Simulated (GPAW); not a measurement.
Zn3H:

```
Zn H
1.0
     0.00000    2.99658    2.99658
     2.99658    0.00000    2.99658
     2.99658    2.99658    0.00000
Zn H
3 1
Cartesian
  2.9966 2.9966 2.9966
  1.4983 1.4983 1.4983
  4.4949 4.4949 4.4949
  0.0000 0.0000 0.0000
```

The cell was built by a generator and needn't be a form met in nature.

Program: GPAW 26.7.0. Alike in all runs: task band structure; no spin polarisation; cell as given; k mesh 6 × 6 × 6; cutoff (eV) 600; smearing fermi-dirac 0.05 eV.

Question: Order these runs on this cell by their pressure, lowest first.
A. level PBE; potentials or basis GPAW PAW data sets (gpaw-data 1.2.1), pw
B. level LDA; potentials or basis the program's PAW data sets (release 1.2.1) made for this functional, pw
C. level PBEsol; potentials or basis PAW data sets generated in the run's folder for this functional, pw
D. level RPBE; potentials or basis the program's PAW data sets (release 1.2.1) made for this functional, pw
E. level BLYP; potentials or basis PAW data sets generated in the run's folder for this functional, pw; eigensolver davidson

Answer: B (-7.7 GPa), C (-4.7 GPa), A (-0.3 GPa), D (2.6 GPa), E (4.9 GPa).
